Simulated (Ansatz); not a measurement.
# W: the cost of one run

Program: Ansatz 0.2.0. Level of theory: DFT PBEsol, scalar-relativistic, plane waves, PAW. These are calculated values, not measurements.

The COD cell was measured well above room temperature, so it is larger than a cold one.

4 further runs of the same task are left out: 1 that didn't finish, 3 set aside as unsound or not needed.

### Step 1. The structure to begin with

The structure is cubic, space group Im-3m (No. 229). The conventional cell has a = 3.154 Å, b = 3.154 Å, c = 3.154 Å, α = 90.00°, β = 90.00°, γ = 90.00°. W (site symmetry m-3m) has 8 W at 2.73 Å as nearest neighbours.

Structure file:

```xyz
1
Lattice="-1.5772 1.5772 1.5772 1.5772 -1.5772 1.5772 1.5772 1.5772 -1.5772" Properties=species:S:1:pos:R:3 pbc="T T T"
W     0.0000    0.0000    0.0000
```

It is the result of an earlier relaxation at this level (volume 15.69 Å³/atom; gap on the mesh: none (metal)).

### Step 2. The bulk in the cell of the plane

File input.yaml:

```yaml
crystal:
  lattice:
    - [3.1543602779, 0.0, 0.0]
    - [0.0, 3.1543602779, 0.0]
    - [1.5771801389, -1.5771801389, 1.5771801389]
  atoms:
    - { symbol: W, position: [0.0, 0.0, 0.0] }
basis:
  ecutwfc: 420
kpoints:
  mp_grid: { grid: [11, 11, 21] }
hamiltonian:
  xc: pbesol
scf:
  occupations: { method: gaussian, width: 0.1 }
output:
  forces: true
  stress: true
  eigenvalues: true
```

On the command line:

```
$ ansatz run input.yaml --threads 1 --pin off --max-ram 2560MiB --backend cpu --events-out ev --progress --plain --runs-dir out
```

**Question.** How long does this run take on 1 thread of Arm Neoverse V1, shared host, and how much memory does it need?

About 8 s, with a peak of 0.39 GiB.
